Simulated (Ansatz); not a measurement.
# Cl2H4OSi2 + H2: a complex and its separated parts

The complex below is one end of an elementary step. How strongly is it bound against its free parts?

Computed with Ansatz 0.2.0, Gaussian basis. Level: PBE0-D4/def2-TZVP structures, single points in def2-TZVPP, no counterpoise correction.

Levels: SPW92, PBE-D4, BLYP-D4, r2SCAN-D4, B97M-V, PBE0-D4, B3LYP-D4, r2SCAN0-D4, BHLYP-D4, CAM-B3LYP-D4, wB97X-V, wB97M-V, B2PLYP, PBE-QIDH, RPA on PBE, Hartree-Fock, MP2, CCSD, CCSD(T).

Cores are frozen in the correlated methods. B3LYP uses VWN-RPA correlation. B2PLYP carries no dispersion term here.

20 further runs of the same task are left out: 20 set aside as unsound or not needed.

## (1) Where the work starts

The complex: 11 atoms, charge 0, spin multiplicity 1.

Atoms are counted from 1 here; the program's logs count them from 0.

Bond lengths: Si1–Cl3 2.040 Å, Si1–Cl4 2.038 Å, Si1–H5 1.468 Å, Si1–O7 1.606 Å, H2–H6 0.747 Å, O7–Si8 1.648 Å, Si8–H9 1.482 Å, Si8–H10 1.481 Å, Si8–H11 1.483 Å. Angles: Cl3–Si1–Cl4 108.5°, Cl3–Si1–H5 109.0°, Cl3–Si1–O7 110.1°, Cl4–Si1–H5 109.2°, Cl4–Si1–O7 110.2°, H5–Si1–O7 109.9°, Si1–O7–Si8 149.0°, O7–Si8–H9 109.5°, O7–Si8–H10 107.1°, O7–Si8–H11 109.6°, H9–Si8–H10 110.3°, H9–Si8–H11 110.0°, H10–Si8–H11 110.2°.

Geometry (Å):

```
Si   -1.2737   -0.8999   -0.7835
H     2.3561   -1.1212   -0.1435
Cl    0.0029   -1.1412   -2.3569
Cl   -0.9709   -2.4255    0.5335
H    -2.6555   -0.9552   -1.2764
H     2.5429   -0.9819    0.5659
O    -1.0059    0.5122   -0.0674
Si    0.0324    1.5270    0.7120
H     1.1535    1.8794   -0.1917
H    -0.7343    2.7411    1.0753
H     0.5526    0.8654    1.9329
```

Its parts: Cl2H4OSi2 holds atoms 1, 3, 4, 5, 7, 8, 9, 10, 11; H2 holds atoms 2, 6. Each part counts its atoms afresh in its own runs.

## (2) Relaxing Cl2H4OSi2 alone

relax-a/in.yaml

```yaml
crystal:
  periodic: [false, false, false]
  atoms:
    - {symbol: Si, position_ang: [-1.273668, -0.899944, -0.783508]}
    - {symbol: Cl, position_ang: [0.002940, -1.141184, -2.356858]}
    - {symbol: Cl, position_ang: [-0.970934, -2.425540, 0.533465]}
    - {symbol: H, position_ang: [-2.655516, -0.955202, -1.276384]}
    - {symbol: O, position_ang: [-1.005949, 0.512226, -0.067407]}
    - {symbol: Si, position_ang: [0.032406, 1.526986, 0.711996]}
    - {symbol: H, position_ang: [1.153502, 1.879376, -0.191734]}
    - {symbol: H, position_ang: [-0.734322, 2.741063, 1.075258]}
    - {symbol: H, position_ang: [0.552556, 0.865371, 1.932856]}
basis:
  gaussian: {orbitals: def2-TZVP}
hamiltonian: {xc: pbe0, dispersion: d4}
relax: {f_tol: 0.005, max_steps: 200}
```

The command line of these runs was not kept.

Output (excerpt; [...] marks lines left out):

```text
Functional definition: PBE0
  name "PBE0"
  cite "Adamo & Barone, J. Chem. Phys. 110, 6158 (1999) doi:10.1063/1.478522"
  cite "Perdew, Burke & Ernzerhof, Phys. Rev. Lett. 77, 3865 (1996) doi:10.1103/PhysRevLett.77.3865"
  parent pbe
[...]
1399 factors; their error is unknown
[...]
mean field -42903.12711065 eV, -1576.6608405324 hartree, gradient 6.0e-5 eV, S^2 0.000000; 0 other end points of the search recorded, 0 dependent functions left out
[...]
reference -42903.12714705 eV, -1576.6608418701 hartree; 37, 37 occupied and 166, 166 virtual orbitals, 1399 factors
relax step   1: F+E_penalty+E_count = -42903.37016781 eV  Δ(F+E_penalty+E_count) = +0.000e0 eV  max|allowed force component| = 4.491e-2 eV/Å  Δτ_max = 0.0000 Å  (26 SCF iters, accepted)
[...]
relax step   6: F+E_penalty+E_count = -42903.37063159 eV  Δ(F+E_penalty+E_count) = +9.855e-7 eV  max|allowed force component| = 5.120e-3 eV/Å  Δτ_max = 0.0021 Å  (21 SCF iters, rejected (line search))
[...]
relax step   7: F+E_penalty+E_count = -42903.37064056 eV  Δ(F+E_penalty+E_count) = -7.981e-6 eV  max|allowed force component| = 1.505e-3 eV/Å  Δτ_max = 0.0010 Å  (20 SCF iters, accepted)
1399 factors; their error is unknown
[...]
mean field -42903.12664903 eV, -1576.6608235680 hartree, gradient 5.4e-5 eV, S^2 0.000000; 1 other end points of the search recorded, 0 dependent functions left out
[...]
reference -42903.12668534 eV, -1576.6608249024 hartree; 37, 37 occupied and 166, 166 virtual orbitals, 1399 factors
Total energy: -42903.37067687 eV, -1576.6697914258 hartree
Atom 0 at    -1.276007    -0.892546    -0.782802 Å, force    -0.000829    -0.001505     0.000807 eV/Å
Atom 1 at     0.017373    -1.121584    -2.342356 Å, force     0.001021     0.000286    -0.000997 eV/Å
Atom 2 at    -0.955069    -2.404426     0.546991 Å, force    -0.000019     0.001096    -0.000371 eV/Å
Atom 3 at    -2.654152    -0.972369    -1.282136 Å, force    -0.000374     0.000182     0.000438 eV/Å
Atom 4 at    -1.035118     0.528128    -0.070884 Å, force     0.001492     0.001108     0.000720 eV/Å
Atom 5 at     0.026391     1.520894     0.707704 Å, force    -0.001306    -0.001479    -0.000817 eV/Å
Atom 6 at     1.147929     1.857478    -0.202219 Å, force    -0.000124    -0.000040     0.000283 eV/Å
Atom 7 at    -0.715033     2.746272     1.083739 Å, force     0.000020     0.000496    -0.000240 eV/Å
Atom 8 at     0.544701     0.841306     1.919647 Å, force     0.000119    -0.000144     0.000177 eV/Å
Dipole moment:    -0.050962     0.224272     0.080419 e Å
```

It took 27 s on 8 threads, shared host; peak memory 0.67 GiB.

Along the way:

| step | energy from step 1 (eV) | largest force component (eV/Å) |
| --- | --- | --- |
| 1 | 0.0000 | 0.0449 |
| 2 | -0.0001 | 0.0189 |
| 3 | -0.0001 | 0.0167 |
| 4 | -0.0003 | 0.0228 |
| 5 | -0.0005 | 0.0078 |
| 6 | -0.0005 | 0.0051 |
| 7 | -0.0005 | 0.0015 |

Distances of close pairs at the start and the end, largest changes first:

| bond | before (Å) | after (Å) | change (Å) |
| --- | --- | --- | --- |
| Si1–Cl2 | 2.040 | 2.039 | -0.001 |
| Si1–O5 | 1.606 | 1.607 | +0.001 |
| O5–Si6 | 1.648 | 1.649 | +0.001 |
| Si1–Cl3 | 2.038 | 2.039 | +0.001 |
| Si6–H7 | 1.482 | 1.483 | +0.000 |
| Si6–H8 | 1.481 | 1.481 | -0.000 |
| Si1–H4 | 1.468 | 1.468 | -0.000 |
| Si6–H9 | 1.483 | 1.483 | +0.000 |

## (3) Relaxing H2 alone

relax-b/in.yaml

```yaml
crystal:
  periodic: [false, false, false]
  atoms:
    - {symbol: H, position_ang: [2.356119, -1.121172, -0.143454]}
    - {symbol: H, position_ang: [2.542864, -0.981878, 0.565870]}
basis:
  gaussian: {orbitals: def2-TZVP}
hamiltonian: {xc: pbe0, dispersion: d4}
relax: {f_tol: 0.005, max_steps: 200}
```

Output (excerpt; [...] marks lines left out):

```text
[... 5 set-up lines as earlier in the session ...]
[...]
88 factors; their error is unknown
[...]
mean field -31.78864832 eV, -1.1682112786 hartree, gradient 1.7e-5 eV, S^2 0.000000; 0 other end points of the search recorded, 0 dependent functions left out
[...]
reference -31.78866419 eV, -1.1682118617 hartree; 1, 1 occupied and 11, 11 virtual orbitals, 88 factors
relax step   1: F+E_penalty+E_count = -31.79025502 eV  Δ(F+E_penalty+E_count) = +0.000e0 eV  max|allowed force component| = 1.668e-2 eV/Å  Δτ_max = 0.0000 Å  (15 SCF iters, accepted)
[...]
relax step   2: F+E_penalty+E_count = -31.79025930 eV  Δ(F+E_penalty+E_count) = -4.274e-6 eV  max|allowed force component| = 4.284e-4 eV/Å  Δτ_max = 0.0002 Å  (11 SCF iters, accepted)
88 factors; their error is unknown
[...]
mean field -31.78865275 eV, -1.1682114415 hartree, gradient 2.0e-5 eV, S^2 0.000000; 1 other end points of the search recorded, 0 dependent functions left out
[...]
reference -31.78866861 eV, -1.1682120245 hartree; 1, 1 occupied and 11, 11 virtual orbitals, 88 factors
Total energy: -31.79027516 eV, -1.1682710638 hartree
Atom 0 at     2.356178    -1.121128    -0.143229 Å, force     0.000113     0.000084     0.000428 eV/Å
Atom 1 at     2.542805    -0.981922     0.565645 Å, force    -0.000113    -0.000084    -0.000428 eV/Å
Dipole moment:     0.000000    -0.000000     0.000000 e Å
```

It took 0.4 s on 8 threads, shared host.

Step by step:

| step | energy from step 1 (eV) | largest force component (eV/Å) |
| --- | --- | --- |
| 1 | 0.0000 | 0.0167 |
| 2 | 0.0000 | 0.0004 |

The bond:

| bond | before (Å) | after (Å) | change (Å) |
| --- | --- | --- | --- |
| H1–H2 | 0.747 | 0.746 | -0.000 |

## (4) wB97M-V/def2-TZVPP

parta/in.yaml

```yaml
crystal:
  periodic: [false, false, false]
  atoms:
    - {symbol: Si, position_ang: [-1.276007, -0.892546, -0.782802]}
    - {symbol: Cl, position_ang: [0.017373, -1.121584, -2.342356]}
    - {symbol: Cl, position_ang: [-0.955069, -2.404426, 0.546991]}
    - {symbol: H, position_ang: [-2.654152, -0.972369, -1.282136]}
    - {symbol: O, position_ang: [-1.035118, 0.528128, -0.070884]}
    - {symbol: Si, position_ang: [0.026391, 1.520894, 0.707704]}
    - {symbol: H, position_ang: [1.147929, 1.857478, -0.202219]}
    - {symbol: H, position_ang: [-0.715033, 2.746272, 1.083739]}
    - {symbol: H, position_ang: [0.544701, 0.841306, 1.919647]}
basis:
  gaussian: {orbitals: def2-TZVPP}
hamiltonian: {xc: {name: wB97M-V}}
```

partb/in.yaml

```yaml
crystal:
  periodic: [false, false, false]
  atoms:
    - {symbol: H, position_ang: [2.356178, -1.121128, -0.143229]}
    - {symbol: H, position_ang: [2.542805, -0.981922, 0.565645]}
basis:
  gaussian: {orbitals: def2-TZVPP}
hamiltonian: {xc: {name: wB97M-V}}
```

Log of parta (excerpt; [...] marks lines left out):

```text
Functional definition: wB97M-V
  name "wB97M-V"
  cite "Mardirossian & Head-Gordon, J. Chem. Phys. 144, 214110 (2016) doi:10.1063/1.4952647"
  cite "Becke, J. Chem. Phys. 107, 8554 (1997) doi:10.1063/1.475007"
  cite "Vydrov & Van Voorhis, J. Chem. Phys. 133, 244103 (2010) doi:10.1063/1.3521275"
  # Of w^i u^j: cxij and so on, Table III.
[...]
  gx(w, u) = 1 - cx + cx01*u + cx10*w
  gss(w, u) = css00 + css04*u^4 + css10*w + css20*w^2 + css43*w^4*u^3
  gos(w, u) = cos00 + cos10*w + (cos20 + cos21*u)*w^2 + (cos60 + cos61*u)*w^6
[...]
      + integral(e_c_pw_mod_opposite_spin*gos(b97_w_opposite, b97_u_opposite)) + vv10(b, c)
1589 factors; their error is unknown
298 factors; integrals over basis functions are off by at most 2.4e-5 eV
[...]
mean field -42917.38457815 eV, -1577.1847927988 hartree, gradient 3.0e-5 eV, S^2 0.000000; 0 other end points of the search recorded, 0 dependent functions left out
reference -42917.38463281 eV, -1577.1847948077 hartree; 37, 37 occupied and 218, 218 virtual orbitals, 1589 factors
Total energy: -42917.38463281 eV, -1577.1847948077 hartree
```

Output in partb (excerpt; [...] marks lines left out):

```text
[... 5 set-up lines as earlier in the session ...]
  # Of w^i u^j: cxij and so on, Table III.
[...]
  gx(w, u) = 1 - cx + cx01*u + cx10*w
  gss(w, u) = css00 + css04*u^4 + css10*w + css20*w^2 + css43*w^4*u^3
  gos(w, u) = cos00 + cos10*w + (cos20 + cos21*u)*w^2 + (cos60 + cos61*u)*w^6
[...]
      + integral(e_c_pw_mod_opposite_spin*gos(b97_w_opposite, b97_u_opposite)) + vv10(b, c)
118 factors; their error is unknown
42 factors; integrals over basis functions are off by at most 3.0e-5 eV
[...]
mean field -31.60112322 eV, -1.1613198584 hartree, gradient 7.4e-6 eV, S^2 0.000000; 0 other end points of the search recorded, 0 dependent functions left out
reference -31.60114748 eV, -1.1613207498 hartree; 1, 1 occupied and 27, 27 virtual orbitals, 118 factors
Total energy: -31.60114748 eV, -1.1613207498 hartree
```

They took 10 s (parta), 0.25 s (partb) on 8 threads, shared host; peak memory 0.83 GiB.

## (5) CCSD(T)/def2-TZVPP

Each input of step 4 (parta, partb) changes in the same lines:

```diff
-hamiltonian: {xc: {name: wB97M-V}}
+correlation: {method: ccsd_t}
```

Output in parta (excerpt; [...] marks lines left out):

```text
Functional definition: HF
  name "HF"
  cite "Fock, Z. Phys. 61, 126 (1930) doi:10.1007/BF01340294"
[... 1 set-up line as earlier in the session ...]
[...]
1490 factors; integrals over basis functions are off by at most 7.5e-4 eV
[...]
mean field -42840.37795722 eV, -1574.3548516765 hartree, gradient 4.8e-6 eV, S^2 0.000000; 0 other end points of the search recorded, 0 dependent functions left out
21 core orbitals not correlated: weight in the atoms' cores, before any rotation towards them, 1.000 or more for the frozen orbitals, at most 0.000 for the correlated occupied ones
reference -42840.37795722 eV, -1574.3548516765 hartree; 16, 16 occupied and 218, 218 virtual orbitals, 1490 factors
second order -23.12343441 eV of doubles, -0.00000000 eV of singles
cycle   1  -24.05430037 eV  change   -9.3e-1 eV  update   1.0e-1
[...]
cycle   8  -24.72758510 eV  change   -4.4e-6 eV  update   2.8e-5
perturbative correction -0.95561052 eV, -0.0351180389 hartree
Total energy: -42866.06115284 eV, -1575.2986917069 hartree
```

Log of partb (excerpt; [...] marks lines left out):

```text
[... 4 set-up lines as earlier in the session ...]
[...]
145 factors; integrals over basis functions are off by at most 7.3e-4 eV
[...]
mean field -30.82772202 eV, -1.1328978886 hartree, gradient 4.3e-7 eV, S^2 0.000000; 0 other end points of the search recorded, 0 dependent functions left out
reference -30.82772202 eV, -1.1328978886 hartree; 1, 1 occupied and 27, 27 virtual orbitals, 145 factors
second order -0.86257084 eV of doubles, -0.00000000 eV of singles
cycle   1  -1.00722300 eV  change   -1.4e-1 eV  update   2.6e-2
[...]
cycle   7  -1.07306682 eV  change    5.2e-7 eV  update   4.1e-7
perturbative correction -0.00000000 eV, -0.0000000000 hartree
Total energy: -31.90078884 eV, -1.1723323669 hartree
```

They took 81 s (parta), 0.2 s (partb) on 8 threads, shared host; peak memory 5.1 GiB.

## (6) Vibrations of Cl2H4OSi2

vib-parta/in.yaml

```yaml
crystal:
  periodic: [false, false, false]
  atoms:
    - {symbol: Si, position_ang: [-1.276007, -0.892546, -0.782802]}
    - {symbol: Cl, position_ang: [0.017373, -1.121584, -2.342356]}
    - {symbol: Cl, position_ang: [-0.955069, -2.404426, 0.546991]}
    - {symbol: H, position_ang: [-2.654152, -0.972369, -1.282136]}
    - {symbol: O, position_ang: [-1.035118, 0.528128, -0.070884]}
    - {symbol: Si, position_ang: [0.026391, 1.520894, 0.707704]}
    - {symbol: H, position_ang: [1.147929, 1.857478, -0.202219]}
    - {symbol: H, position_ang: [-0.715033, 2.746272, 1.083739]}
    - {symbol: H, position_ang: [0.544701, 0.841306, 1.919647]}
basis:
  gaussian: {orbitals: def2-TZVP}
hamiltonian: {xc: pbe0, dispersion: d4}
phonons: {temperatures: {t_min: 298.15, t_max: 900, t_step: 200}}
```

Output (excerpt; [...] marks lines left out):

```text
[... 5 set-up lines as earlier in the session ...]
[...]
1399 factors; their error is unknown
[...]
mean field -42903.12664905 eV, -1576.6608235688 hartree, gradient 5.9e-5 eV, S^2 0.000000; 0 other end points of the search recorded, 0 dependent functions left out
[...]
reference -42903.12668536 eV, -1576.6608249033 hartree; 37, 37 occupied and 166, 166 virtual orbitals, 1399 factors
[... from here to the last solve, the lines of the solves are left out (53 solves) ...]
1399 factors; their error is unknown
mean field -42903.12660185 eV, -1576.6608218342 hartree, gradient 2.3e-6 eV, S^2 0.000000; 0 other end points of the search recorded, 0 dependent functions left out
[...]
Atom 1 at     0.017373    -1.121584    -2.342356 Å, force     0.001020     0.000288    -0.000997 eV/Å
Atom 2 at    -0.955069    -2.404426     0.546991 Å, force    -0.000022     0.001110    -0.000384 eV/Å
Atom 3 at    -2.654152    -0.972369    -1.282136 Å, force    -0.000376     0.000183     0.000436 eV/Å
Atom 4 at    -1.035118     0.528128    -0.070884 Å, force     0.001493     0.001115     0.000715 eV/Å
Atom 5 at     0.026391     1.520894     0.707704 Å, force    -0.001295    -0.001494    -0.000799 eV/Å
Atom 6 at     1.147929     1.857478    -0.202219 Å, force    -0.000124    -0.000039     0.000280 eV/Å
Atom 7 at    -0.715033     2.746272     1.083739 Å, force     0.000016     0.000501    -0.000240 eV/Å
Atom 8 at     0.544701     0.841306     1.919647 Å, force     0.000112    -0.000137     0.000164 eV/Å
Dipole moment:    -0.050963     0.224273     0.080417 e Å
Vibrations: 21.30 34.14 69.88 180.05 252.44 319.88 501.12 590.27 633.43 725.12 730.21 810.79 837.76 953.93 954.94 973.32 1140.71 2243.38 2247.49 2257.62 2314.54 cm⁻¹, zero-point energy 1.164975 eV
```

It took 2.5 min on 8 threads, shared host; peak memory 0.66 GiB.

Wavenumbers and character of the modes:

| mode | wavenumber (cm⁻¹) | character |
| --- | --- | --- |
| 1 | 21 | torsion |
| 2 | 34 | torsion |
| 3 | 70 | bend |
| 4 | 180 | bend |
| 5 | 252 | bend |
| 6 | 320 | bend |
| 7 | 501 | Si–Cl stretch |
| 8 | 590 | Si–Cl stretch |
| 9 | 633 | Si–O stretch |
| 10 | 725 | bend |
| 11 | 730 | bend |
| 12 | 811 | bend with torsion |
| 13 | 838 | bend |
| 14 | 954 | bend with torsion |
| 15 | 955 | bend |
| 16 | 973 | bend |
| 17 | 1141 | Si–O stretch |
| 18 | 2243 | Si–H stretch |
| 19 | 2247 | Si–H stretch |
| 20 | 2258 | Si–H stretch |
| 21 | 2315 | Si–H stretch |

Vibrational sums (real modes only):

| T (K) | entropy (J/mol/K) | heat capacity (J/mol/K) |
| --- | --- | --- |
| 298 | 102.2 | 78.5 |
| 498 | 150.7 | 110.2 |
| 698 | 191.1 | 128.9 |
| 898 | 225.2 | 141.2 |

Modes under 50 cm⁻¹ weigh heavily in the entropy, and the harmonic picture is poor for them.

## (7) Vibrations of H2

vib-partb/in.yaml

```yaml
crystal:
  periodic: [false, false, false]
  atoms:
    - {symbol: H, position_ang: [2.356178, -1.121128, -0.143229]}
    - {symbol: H, position_ang: [2.542805, -0.981922, 0.565645]}
basis:
  gaussian: {orbitals: def2-TZVP}
hamiltonian: {xc: pbe0, dispersion: d4}
phonons: {temperatures: {t_min: 298.15, t_max: 900, t_step: 200}}
```

Output (excerpt; [...] marks lines left out):

```text
[... 5 set-up lines as earlier in the session ...]
[...]
88 factors; their error is unknown
[...]
mean field -31.78865275 eV, -1.1682114415 hartree, gradient 1.7e-5 eV, S^2 0.000000; 0 other end points of the search recorded, 0 dependent functions left out
[...]
reference -31.78866861 eV, -1.1682120244 hartree; 1, 1 occupied and 11, 11 virtual orbitals, 88 factors
[...]
88 factors; their error is unknown
mean field -31.78865275 eV, -1.1682114414 hartree, gradient 4.1e-7 eV, S^2 0.000000; 0 other end points of the search recorded, 0 dependent functions left out
[...]
reference -31.78866861 eV, -1.1682120243 hartree; 1, 1 occupied and 11, 11 virtual orbitals, 88 factors
[...]
88 factors; their error is unknown
[...]
mean field -31.78854131 eV, -1.1682073461 hartree, gradient 2.3e-7 eV, S^2 0.000000; 0 other end points of the search recorded, 0 dependent functions left out
[...]
reference -31.78855716 eV, -1.1682079284 hartree; 1, 1 occupied and 11, 11 virtual orbitals, 88 factors
[...]
88 factors; their error is unknown
mean field -31.78853842 eV, -1.1682072398 hartree, gradient 2.3e-7 eV, S^2 0.000000; 0 other end points of the search recorded, 0 dependent functions left out
[...]
reference -31.78855430 eV, -1.1682078233 hartree; 1, 1 occupied and 11, 11 virtual orbitals, 88 factors
Total energy: -31.79027516 eV, -1.1682710638 hartree
Atom 0 at     2.356178    -1.121128    -0.143229 Å, force     0.000122     0.000091     0.000464 eV/Å
Atom 1 at     2.542805    -0.981922     0.565645 Å, force    -0.000122    -0.000091    -0.000464 eV/Å
Dipole moment:    -0.000000    -0.000000    -0.000000 e Å
Vibrations: 4414.88 cm⁻¹, zero-point energy 0.273688 eV
```

It took 0.45 s on 8 threads, shared host.

The modes, with what each moves most:

| mode | wavenumber (cm⁻¹) | character |
| --- | --- | --- |
| 1 | 4415 | H–H stretch |

Vibrational sums (real modes only):

| T (K) | entropy (J/mol/K) | heat capacity (J/mol/K) |
| --- | --- | --- |
| 298 | 0.0 | 0.0 |
| 498 | 0.0 | 0.0 |
| 698 | 0.0 | 0.1 |
| 898 | 0.1 | 0.4 |

## (8) Complex less separated parts

The complex's own energies come from single points at the same levels. Levels not printed above were run the same way.

Rows are in def2-TZVPP; times add the 3 runs of a level on a shared host, so small differences are noise.

Differences are taken before rounding.

| method | rung | complex less parts (kcal/mol) | from CCSD(T) (kcal/mol) | time |
| --- | --- | --- | --- | --- |
| SPW92 | LDA | -1.63 | -1.07 | 4.2 s |
| PBE-D4 | GGA | -1.08 | -0.52 | 5.4 s |
| BLYP-D4 | GGA | -0.60 | -0.03 | 5.5 s |
| r2SCAN-D4 | meta-GGA | -0.58 | -0.02 | 9.6 s |
| B97M-V | meta-GGA | -0.85 | -0.29 | 17 s |
| PBE0-D4 | hybrid | -1.00 | -0.44 | 9 s |
| B3LYP-D4 | hybrid | -0.77 | -0.21 | 7.8 s |
| r2SCAN0-D4 | hybrid | -0.72 | -0.16 | 13 s |
| BHLYP-D4 | hybrid | -0.90 | -0.34 | 8.2 s |
| CAM-B3LYP-D4 | range-separated hybrid | -0.90 | -0.33 | 11 s |
| wB97X-V | range-separated hybrid | -0.94 | -0.37 | 18 s |
| wB97M-V | range-separated hybrid | -0.84 | -0.28 | 20 s |
| B2PLYP | double hybrid | -0.03 | +0.53 | 17 s |
| PBE-QIDH | double hybrid | -0.39 | +0.17 | 16 s |
| RPA on PBE | RPA | -0.36 | +0.21 | 13 s |
| Hartree-Fock | wavefunction | 0.39 | +0.95 |  |
| MP2 | wavefunction | -0.56 | 0.00 |  |
| CCSD | wavefunction | -0.46 | +0.10 |  |
| CCSD(T) | wavefunction | -0.56 | 0 | 3.8 min |

Among the levels timed on like hardware and quicker than the yardstick, those that no quicker one beats, quickest first: SPW92 (4.2 s, -1.07 kcal/mol); PBE-D4 (5.4 s, -0.52 kcal/mol); BLYP-D4 (5.5 s, -0.03 kcal/mol); r2SCAN-D4 (9.6 s, -0.02 kcal/mol).

r2SCAN-D4 reaches 0.02 kcal/mol from the reference in 9.6 s, where CCSD(T) took 3.8 min; the quickest level in the cost chart, SPW92, takes 4.2 s and misses by 1.07 kcal/mol.

The complex's zero-point energy, from a separate PBE0-D4 run, is 1.477 eV.

## (9) Results

```
                              quantity           value
complex less parts, CCSD(T)/def2-TZVPP  -0.56 kcal/mol
                with zero-point energy  +0.32 kcal/mol
                 largest T1 diagnostic           0.010
```

**Reading.** At CCSD(T) the complex lies 0.56 kcal/mol below its parts. The functionals run from r2SCAN-D4, off by -0.02 kcal/mol, to SPW92, off by -1.07 kcal/mol, against CCSD(T). Mean unsigned error by rung: LDA 1.07, GGA 0.28, meta-GGA 0.15, hybrid 0.29, range-separated hybrid 0.33, double hybrid 0.35 kcal/mol. PBE-D4 gives a relative energy 0.52 kcal/mol too low, an error of 93 % of the reference. No counterpoise was applied, and triple zeta lacks some correlation, so the CCSD(T) reference has a basis error of its own, and close matches with it are partly luck.
